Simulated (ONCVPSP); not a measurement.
# Pseudopotential generation for N: ONCV, LDA (Perdew-Wang 92)

Aim: build the potential from the settings below, then test how well it stands in for the atom: other configurations, scattering, ghost states and the plane-wave cutoff that it needs.

The numbers are computed with ONCVPSP 4.0.1.1 (patched build) (LDA (Perdew-Wang 92), scalar-relativistic, spin-unpolarised reference atom).

## Step 1: The design

The settings as typed:

```
element                 : nitrogen (N, Z = 7)
type                    : optimised norm-conserving Vanderbilt (ONCV)
frozen core             : [He]
valence charge          : 5
reference configuration : 2s1.75 2p3.25
partial waves           : 2s: rc 1.15 bohr, ncon 4, nbas 8, qcut 4.4 1/bohr, 2 projectors, debl 4 Ha; 2p: rc 1.85 bohr, ncon 4, nbas 8, qcut 9.3 1/bohr, 2 projectors, debl 3.4 Ha; d scattering state at 0.04 Ha: rc 1.85 bohr, ncon 5, nbas 9, qcut 5.2 1/bohr, 1 projector
local potential         : polynomial inside 0.70 bohr (lpopt 5, dvloc0 -1 Ha)
core correction         : not asked for
```

The nodes and maxima of the atom's own shells, from an earlier all-electron run, set the scale for the radii.

All-electron outer shells of the reference configuration (LDA (PZ), scalar-relativistic, ld1.x):

```tsv
shell	level (eV)	outermost node (bohr)	outermost maximum (bohr)
1s	-381.71	–	0.15
2s	-18.54	0.32	1.02
2p	-7.34	–	0.97
```

## Step 2: The generation run

File N.dat:

```
# ATOM AND REFERENCE CONFIGURATION
# atsym  z   nc   nv     iexc    psfile
  N 7.00    1    2  -001012      upf
#
#   n    l    f
    1    0    2.00
    2    0    1.75
    2    1    3.25
#
# PSEUDOPOTENTIAL AND OPTIMIZATION
# lmax
    2
#
#   l,   rc,      ep,       ncon, nbas, qcut
    0    1.15    0.00    4    8    4.40
    1    1.85    0.00    4    8    9.30
    2    1.85    0.04    5    9    5.20
#
# LOCAL POTENTIAL
# lloc, lpopt,  rc(5),   dvloc0
    4    5    0.70   -1.00
#
# VANDERBILT-KLEINMAN-BYLANDER PROJECTORs
# l, nproj, debl
    0    2    4.00
    1    2    3.40
    2    1    0.50
#
# MODEL CORE CHARGE
# icmod, fcfact, rcfact
    0    0.00    0.00
#
# LOG DERIVATIVE ANALYSIS
# epsh1, epsh2, depsh
   -2.00    5.00    0.02
#
# OUTPUT GRID
# rlmax, drl
    6.00    0.01
#
# TEST CONFIGURATIONS
# ncnf
    4
# nvcnf
#   n    l    f
    2
    2    0    2.00
    2    1    3.00
#
    2
    2    0    2.00
    2    1    2.00
#
    2
    2    0    2.00
    2    1    1.00
#
    2
    2    0    2.00
    2    1    0.00
#
```

Launch:

```bash
$ oncvpsp.x < N.dat > N.out
```

Q: Predict the outcome of this session. Wanted: cutoffs for 1 and 0.1 mHa per electron, occupied waves; bound ghosts; GHOST(+) flags; largest test error; largest phase difference near zero energy, channels read.

As calculated:

| quantity | value |
| --- | --- |
| cutoffs for 1 and 0.1 mHa per electron, occupied waves | 103 Ha and 132 Ha |
| bound ghosts | none found |
| GHOST(+) flags | d at 67 eV |
| largest test error (AE − PS) | +1143 meV, for 2s2 2p0 |
| largest phase difference near zero energy, channels read | 0.000 rad |

What this shows: The worst unpolarised test, 2s2 2p0, is off by 1143 meV on 87.1 eV; by total energies transferability rates as poor. That test lies far up in energy; among those under 40 eV, nearer to bonding, the largest error is 310 meV. By its cutoff, 103 Ha for the looser tolerance, it is very hard. At the looser tolerance the 2s wave is the slowest; 2p needs 23 Ha. The program's ghost test flags no bound state. Near zero energy the phases of the channels with partial waves agree within 0.001 rad. The pseudo curves have a pole with no partner nearby in the atom's: d at 2.38 Ha. At positive energy that is a spurious or a displaced resonance. The program also flags highly localised states, GHOST(+) (d). All of this concerns the isolated atom, not yet a solid.
